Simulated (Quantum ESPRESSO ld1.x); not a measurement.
# I³⁷⁺ in [Ne] 3s2 3p4: an all-electron calculation

Aim: the levels, the sizes of the orbitals and the parts of the energy of the iodine ion I37+.

The numbers are computed with Quantum ESPRESSO ld1.x 7.5 (Dirac Kohn-Sham, Wu-Cohen GGA, spin-unpolarised, spherical densities, point nucleus; open shells fill j = l - 1/2 first), except any that are marked as measured or tabulated.

## Step 1: The atom as given

- element: iodine (Z = 53)
- charge: +37
- electrons: 16
- configuration: [Ne] 3s2 3p4

## Step 2: Self-consistent calculation

ld1.in reads:

```fortran
 &input
    atom='I',
    iswitch=1,
    rel=2,
    dft='WC',
    config='[Ne] 3s2 3p4',
    rel_dist='energy',
    verbosity='high',
    lsmall=.true.,
    prefix='ld1',
    max_out_wfc=37,
    file_charge='ld1.rho',
 /
```

What does the calculation give?

The runs gave:

| quantity | value |
| --- | --- |
| total energy | -5984.00 hartree |
| exchange-correlation share of it | 1.84 % |
| −T/E | 1.0705 |
| highest occupied level | 3p3/2, -2558.4 eV |
| most extended occupied level | 3s1/2, <r> = 0.283 bohr |
| radius at density 0.001 e/bohr³ | 0.802 bohr |
| maxima of the radial density | 3 |
| ionisation energy, NIST | 2598 (theory) eV |

**Reading.** The radial density shows 3 maxima for 3 occupied principal shells. Relativity lifts −T/E to 1.071. Minus the highest eigenvalue, 2558.4 eV, is 98 % of the tabulated ionisation energy (2598 eV). Spin polarisation and multiplet splitting are left out.
